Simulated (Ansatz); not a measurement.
# One shape, several levels: doublet CH3BCl2O+

We compute a comparison of 6 runs (UHF/def2-SVP, UB3LYP/6-31G*, U-r2SCAN/def2-SVP, U-revPBE/def2-SVP, USVWN5/def2-SVP, RPA@PBE0/def2-SVP) of doublet CH3BCl2O+. 

Program for the calculation: Ansatz 0.2.0.

108 further runs of the same task are left out: 108 set aside as unsound or not needed.

## 1. The molecule

CH3BCl2O+: 8 atoms, total charge +1, spin state doublet. SMILES of the parent species: `COB(Cl)Cl`. Geometry: relaxed at PBE0-D4/def2-TZVP. That shape belongs to the parent species and isn't relaxed for this state.

Bond lengths: C1–O2 1.417 Å, O2–B3 1.331 Å, B3–Cl4 1.752 Å, B3–Cl5 1.763 Å, C1–H6 1.090 Å, C1–H7 1.091 Å, C1–H8 1.091 Å. Angles: C1–O2–B3 126.0°, O2–B3–Cl4 118.1°, O2–B3–Cl5 123.2°, Cl4–B3–Cl5 118.7°, O2–C1–H6 107.8°, O2–C1–H7 111.7°, O2–C1–H8 108.7°, H6–C1–H7 109.9°, H6–C1–H8 109.2°, H7–C1–H8 109.6°.

## 2. The energy at UHF/def2-SVP (run 1)

in.yaml

```yaml
crystal:
  periodic: [false, false, false]
  atoms:
    - {symbol: C, position_ang: [-0.173000, -0.644100, 0.940400]}
    - {symbol: O, position_ang: [0.000100, -0.547100, -0.462300]}
    - {symbol: B, position_ang: [0.213000, 0.573500, -1.147500]}
    - {symbol: Cl, position_ang: [0.382900, 0.455700, -2.887600]}
    - {symbol: Cl, position_ang: [0.331800, 2.160700, -0.389600]}
    - {symbol: H, position_ang: [0.452100, -1.462400, 1.297300]}
    - {symbol: H, position_ang: [0.104200, 0.282000, 1.445200]}
    - {symbol: H, position_ang: [-1.218800, -0.875400, 1.148200]}
basis:
  gaussian:
    orbitals: def2-SVP
hamiltonian:
  xc: hf
accuracy: high
total_charge: 1
output: {orbitals: {seedname: orbitals}}
magnetization:
  spin_polarized: true
  initial_magnetization: 1
```

Launch:

```bash
$ ansatz run in.yaml --threads 1 --pin off --max-ram 3480MiB --events-out events.jsonl --progress --plain --runs-dir runs
```

The log of the run:

```text
Warning: RAYON_NUM_THREADS=1 ignored (pool sized by the plan → 1); use --threads N
Functional definition: HF
  name "HF"
  exchange = exact_x
  correlation = 0
2083 factors; integrals over basis functions are off by at most 5.6e-9 eV
mean field evaluation 1: about -28771.5881 eV, gradient 3.0e1 eV
mean field evaluation 2: about -28771.7015 eV, gradient 3.0e1 eV
mean field evaluation 4: about -28775.7290 eV, gradient 2.7e0 eV
mean field evaluation 8: about -28775.8698 eV, gradient 8.5e-1 eV
mean field evaluation 16: about -28776.1328 eV, gradient 6.2e-3 eV
mean field evaluation 32: about -28775.9829 eV, gradient 4.8e-1 eV
mean field evaluation 64: about -28775.7646 eV, gradient 1.2e0 eV
mean field evaluation 96: about -28771.8484 eV, gradient 1.4e1 eV
mean field evaluation 128: about -28773.6677 eV, gradient 1.6e1 eV
mean field evaluation 160: about -28771.5875 eV, gradient 3.0e1 eV
mean field evaluation 192: about -28775.7687 eV, gradient 6.0e-4 eV
mean field -28776.13280221 eV, -1057.5033753177 hartree, gradient 2.9e-8 eV, S^2 0.758225; 5 other end points of the search recorded, 0 dependent functions left out
reference -28776.13280221 eV, -1057.5033753177 hartree; 28, 27 occupied and 65, 66 virtual orbitals, 2083 factors
Total energy: -28776.13280221 eV, -1057.5033753177 hartree
```

It took 26 s on 1 thread of Arm Neoverse V1, shared host; peak memory 0.54 GiB.

## 3. The energy at UB3LYP/6-31G(d) (Cartesian functions) (run 2)

input.yaml

```yaml
crystal:
  periodic: [false, false, false]
  atoms:
    - {symbol: C, position_ang: [-0.173000, -0.644100, 0.940400]}
    - {symbol: O, position_ang: [0.000100, -0.547100, -0.462300]}
    - {symbol: B, position_ang: [0.213000, 0.573500, -1.147500]}
    - {symbol: Cl, position_ang: [0.382900, 0.455700, -2.887600]}
    - {symbol: Cl, position_ang: [0.331800, 2.160700, -0.389600]}
    - {symbol: H, position_ang: [0.452100, -1.462400, 1.297300]}
    - {symbol: H, position_ang: [0.104200, 0.282000, 1.445200]}
    - {symbol: H, position_ang: [-1.218800, -0.875400, 1.148200]}
basis:
  gaussian:
    orbitals: "6-31G*"
total_charge: 1
magnetization:
  spin_polarized: true
  initial_magnetization: 1
hamiltonian:
  xc: {name: B3LYP}
accuracy: high
output:
  orbitals: {seedname: orbitals}
```

Launch:

```bash
$ ansatz run input.yaml --threads 1 --pin off --max-ram 3480MiB --events-out events.jsonl --progress --plain --runs-dir runs
```

The log of the run:

```text
Warning: RAYON_NUM_THREADS=1 ignored (pool sized by the plan → 1); use --threads N
Functional definition: B3LYP
  name "B3LYP"
  parameter a0 = 0.2
  parameter ax = 0.72
  parameter ac = 0.81
  exchange = (1 - a0 - ax)*slater_x + ax*b88_x + a0*exact_x
  correlation = (1 - ac)*vwn_rpa_c + ac*lyp_c
1926 factors; integrals over basis functions are off by at most 4.6e-9 eV
mean field evaluation 1: about -28837.7465 eV, gradient 4.7e1 eV
mean field evaluation 2: about -28785.9649 eV, gradient 1.1e2 eV
mean field evaluation 4: about -28846.1024 eV, gradient 9.8e0 eV
mean field evaluation 8: about -28846.7502 eV, gradient 9.8e-1 eV
mean field evaluation 16: about -28846.9337 eV, gradient 5.5e-2 eV
mean field evaluation 32: about -28846.8049 eV, gradient 7.4e-1 eV
mean field -28846.93383378 eV, -1060.1052652373 hartree, gradient 2.9e-8 eV, S^2 0.755842; 7 other end points of the search recorded, 0 dependent functions left out
reference -28846.93387019 eV, -1060.1052665753 hartree; 28, 27 occupied and 61, 62 virtual orbitals, 1926 factors
Total energy: -28846.93387019 eV, -1060.1052665753 hartree
```

Run time: 44 s. Hardware: 1 thread of Arm Neoverse V1, shared host; peak memory 0.46 GiB.

Runs 3 to 4 aren't shown in full; the table further down has their settings and results.

## 4. A single-point energy at USVWN5/def2-SVP (run 5)

run.yaml

```yaml
crystal:
  periodic: [false, false, false]
  atoms:
    - {symbol: C, position_ang: [-0.173000, -0.644100, 0.940400]}
    - {symbol: O, position_ang: [0.000100, -0.547100, -0.462300]}
    - {symbol: B, position_ang: [0.213000, 0.573500, -1.147500]}
    - {symbol: Cl, position_ang: [0.382900, 0.455700, -2.887600]}
    - {symbol: Cl, position_ang: [0.331800, 2.160700, -0.389600]}
    - {symbol: H, position_ang: [0.452100, -1.462400, 1.297300]}
    - {symbol: H, position_ang: [0.104200, 0.282000, 1.445200]}
    - {symbol: H, position_ang: [-1.218800, -0.875400, 1.148200]}
basis:
  gaussian:
    orbitals: def2-SVP
total_charge: 1
output: {orbitals: {seedname: orbitals}}
magnetization:
  spin_polarized: true
  initial_magnetization: 1
accuracy: high
hamiltonian:
  xc: {name: SVWN5}
```

Launch:

```bash
$ ansatz run run.yaml --threads 1 --pin off --max-ram 3480MiB --events-out events.jsonl --progress --plain --runs-dir runs
```

The log of the run:

```text
Warning: RAYON_NUM_THREADS=1 ignored (pool sized by the plan → 1); use --threads N
Functional definition: SVWN5
  name "SVWN5"
  exchange = slater_x
  correlation = vwn5_c
2083 factors; integrals over basis functions are off by at most 5.6e-9 eV
mean field evaluation 1: about -28709.3666 eV, gradient 5.7e1 eV
mean field evaluation 2: about -28608.1068 eV, gradient 1.4e2 eV
mean field evaluation 4: about -28719.3093 eV, gradient 2.8e1 eV
mean field evaluation 8: about -28722.9145 eV, gradient 1.2e1 eV
mean field evaluation 16: about -28723.8569 eV, gradient 3.6e0 eV
mean field evaluation 32: about -28723.9481 eV, gradient 2.8e0 eV
mean field -28724.00039992 eV, -1055.5875448703 hartree, gradient 9.9e-8 eV, S^2 0.751140; 8 other end points of the search recorded, 0 dependent functions left out
reference -28724.00040270 eV, -1055.5875449724 hartree; 28, 27 occupied and 65, 66 virtual orbitals, 2083 factors
Total energy: -28724.00040270 eV, -1055.5875449724 hartree
```

Run time: 14 s. Hardware: 1 thread of Arm Neoverse V1, shared host; peak memory 0.29 GiB.

## 5. A single-point energy at RPA@PBE0/def2-SVP (run 6)

job.yaml

```yaml
crystal:
  periodic: [false, false, false]
  atoms:
    - {symbol: C, position_ang: [-0.173000, -0.644100, 0.940400]}
    - {symbol: O, position_ang: [0.000100, -0.547100, -0.462300]}
    - {symbol: B, position_ang: [0.213000, 0.573500, -1.147500]}
    - {symbol: Cl, position_ang: [0.382900, 0.455700, -2.887600]}
    - {symbol: Cl, position_ang: [0.331800, 2.160700, -0.389600]}
    - {symbol: H, position_ang: [0.452100, -1.462400, 1.297300]}
    - {symbol: H, position_ang: [0.104200, 0.282000, 1.445200]}
    - {symbol: H, position_ang: [-1.218800, -0.875400, 1.148200]}
basis:
  gaussian:
    orbitals: def2-SVP
total_charge: 1
magnetization:
  spin_polarized: true
  initial_magnetization: 1
hamiltonian:
  xc: {name: PBE0}
correlation:
  method: rpa
  frozen_orbitals: {B: 1, C: 1, Cl: 5, H: 0, O: 1}
accuracy: high
```

Launch:

```bash
$ ansatz run job.yaml --threads 1 --pin off --max-ram 3480MiB --events-out events.jsonl --progress --plain --runs-dir runs
```

The log of the run (excerpt; [...] marks lines left out):

```text
Warning: RAYON_NUM_THREADS=1 ignored (pool sized by the plan → 1); use --threads N
Functional definition: PBE0
  name "PBE0"
[...]
2083 factors; integrals over basis functions are off by at most 5.6e-9 eV
[...]
mean field -28823.73964571 eV, -1059.2528945474 hartree, gradient 2.5e-8 eV, S^2 0.757051; 8 other end points of the search recorded, 0 dependent functions left out
13 core orbitals not correlated: weight in the atoms' cores, before any rotation towards them, 1.000 or more for the frozen orbitals, at most 0.000 for the correlated occupied ones
reference -28774.64019138 eV, -1057.4485228815 hartree; 15, 14 occupied and 65, 66 virtual orbitals, 2083 factors
Total energy: -28801.82148370 eV, -1058.4474169504 hartree
```

Run time: 66 s. Hardware: 1 thread of Arm Neoverse V1, shared host; peak memory 0.66 GiB.

## 6. All runs side by side

| run | level | Cartesian functions | frozen core orbitals | energy (Eh) | HOMO energy (eV) | LUMO energy (eV) | ⟨S²⟩ | wall time |
| --- | --- | --- | --- | --- | --- | --- | --- | --- |
| 1 | UHF/def2-SVP | no | – | -1057.503375 | -17.91 | -9.44 | 0.758 | 26 s |
| 2 | UB3LYP/6-31G* (Cartesian functions) | yes | – | -1060.105267 | -14.58 | -13.36 | 0.756 | 44 s |
| 3 | U-r2SCAN/def2-SVP | no | – | -1059.590074 | -13.97 | -13.84 | 0.754 | 82 s |
| 4 | U-revPBE/def2-SVP | no | – | -1059.521391 | -13.61 | -13.56 | 0.752 | 30 s |
| 5 | USVWN5/def2-SVP | no | – | -1055.587545 | -13.76 | – | 0.751 | 14 s |
| 6 | RPA@PBE0/def2-SVP | no | 13 | -1058.447417 | – | – | 0.757 | 66 s |

## 7. What came out

| quantity | value |
| --- | --- |
| run 6: total energy | -1058.44742 Eh |
| run 6: RPA correlation energy (valence) | -998.9 mEh |
| run 6: ⟨S²⟩ of the reference determinant | 0.757 |

What this shows: Totals of different functionals can't be ranked against each other. All runs together took 4.4 min, the longest 82 s.
